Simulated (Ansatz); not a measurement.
# CH₅BCl₂S: basis-set convergence

The task here is to estimate one member of a computed series from the others.

Computed with Ansatz 0.2.0, Gaussian basis. Level: one geometry, several basis sets.

Plan: PBE0-D4/def2-SVP; ωB97M-V/def2-SVP; PBE0-D4/def2-QZVPP; ωB97M-V/def2-QZVPP; the functionals' def2-TZVPP values are taken from earlier runs.

## Structure used throughout

An earlier PBE0-D4 in a triple-zeta def2 set relaxation fixed the geometry.

10 atoms, charge 0, spin multiplicity 1.

Atoms are counted from 1 here; the program's logs count them from 0.

Bond lengths: C1–B2 1.577 Å, C1–H6 1.093 Å, C1–H7 1.093 Å, C1–H8 1.094 Å, B2–S3 2.148 Å, B2–Cl4 1.823 Å, B2–Cl5 1.820 Å, S3–H9 1.346 Å, S3–H10 1.344 Å. Angles: B2–C1–H6 112.5°, B2–C1–H7 112.6°, B2–C1–H8 108.1°, H6–C1–H7 109.0°, H6–C1–H8 107.3°, H7–C1–H8 107.0°, C1–B2–S3 104.3°, C1–B2–Cl4 116.3°, C1–B2–Cl5 116.1°, S3–B2–Cl4 99.1°, S3–B2–Cl5 104.3°, Cl4–B2–Cl5 113.8°, B2–S3–H9 99.9°, B2–S3–H10 96.1°, H9–S3–H10 92.9°.

The first run:

in.yaml

```yaml
crystal:
  periodic: [false, false, false]
  atoms:
    - {symbol: C, position_ang: [-1.267169, -0.415323, 0.262118]}
    - {symbol: B, position_ang: [-0.082995, 0.209097, -0.570468]}
    - {symbol: S, position_ang: [1.686090, -0.418662, 0.472939]}
    - {symbol: Cl, position_ang: [0.252622, -0.553280, -2.192425]}
    - {symbol: Cl, position_ang: [0.020811, 2.025848, -0.577974]}
    - {symbol: H, position_ang: [-1.206544, -1.504726, 0.323884]}
    - {symbol: H, position_ang: [-1.332702, -0.004638, 1.273419]}
    - {symbol: H, position_ang: [-2.205913, -0.170398, -0.244237]}
    - {symbol: H, position_ang: [1.672991, 0.454487, 1.497460]}
    - {symbol: H, position_ang: [2.545908, 0.326596, -0.241714]}
basis:
  gaussian: {orbitals: def2-SVP}
hamiltonian: {xc: pbe0, dispersion: d4}
output: {orbitals: {seedname: orbitals}}
```

On the command line:

```
$ ansatz run in.yaml --threads 4 --pin off --events-out ev --progress --plain --max-ram 10444MiB
```

Among the steps run: PBE0-D4 in def2-SVP; ωB97M-V in def2-SVP; PBE0-D4 in def2-QZVPP; ωB97M-V in def2-QZVPP.

One of the session's tables, all rows but one given; the rest of the session is left out.

| functional | basis | HOMO (eV) |
| --- | --- | --- |
| PBE0-D4 | def2-SVP | -7.90 |
| PBE0-D4 | def2-TZVPP | -8.09 |
| PBE0-D4 | def2-QZVPP | -8.13 |
| ωB97M-V | def2-SVP | ? |
| ωB97M-V | def2-TZVPP | -10.30 |
| ωB97M-V | def2-QZVPP | -10.34 |

Q: Estimate the row for ωB97M-V, def2-SVP from the others.

**Answer.** HOMO (eV): -10.09. In the column «HOMO (eV)» it lies between ωB97M-V, def2-TZVPP (-10.30) and PBE0-D4, def2-QZVPP (-8.13).
